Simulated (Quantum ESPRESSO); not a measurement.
## HPbNO4 in Quantum ESPRESSO: the effect of functional

HPbNO4:

```
H Pb N O
1.0
     3.85404    0.14384    0.09012
    -0.25320    5.52698    0.16471
    -0.48197   -1.92720    5.72025
H Pb N O
1 1 1 4
Direct
  0.10913 0.65718 0.54463
  0.61029 0.52127 0.15100
  0.91580 0.96263 0.95867
  0.01384 0.13639 0.88084
  0.72398 0.01057 0.12858
  0.00389 0.73732 0.87043
  0.11927 0.59324 0.37651
```

The cell was built by a generator and needn't be a form met in nature.

Alike in all runs:

| Quantity | Value |
| --- | --- |
| Program | Quantum ESPRESSO 7.5 |
| Task | band structure |
| Potentials or basis | SG15 PBE 1.2 |
| Cutoff | 1197 eV |
| Density cutoff | 4789 eV |
| k mesh | 4 × 3 × 3 |
| Occupations | fermi-dirac, width 0.05 eV |
| Spin | no spin polarisation |

One run gave: gap on the mesh 3.24 eV; pressure -0.8 GPa; largest force 0.36 eV/Å. Which functional did it use?
A. AM05
B. RPBE
C. BLYP

A.

```csv
functional,gap on the mesh (eV),pressure (GPa),largest force (eV/Å)
AM05,3.24,-0.8,0.36
RPBE,3.21,1.6,0.42
BLYP,3.19,2.1,0.67
```

Caveats: the potentials were made for another functional, which shifts forces and pressure; spin-orbit coupling is left out, which as a rule narrows the gap of such compounds by several tenths of an eV; the mesh misses the band edges, which the band path finds closer together.

Runs at the PBE level aren't shown here.
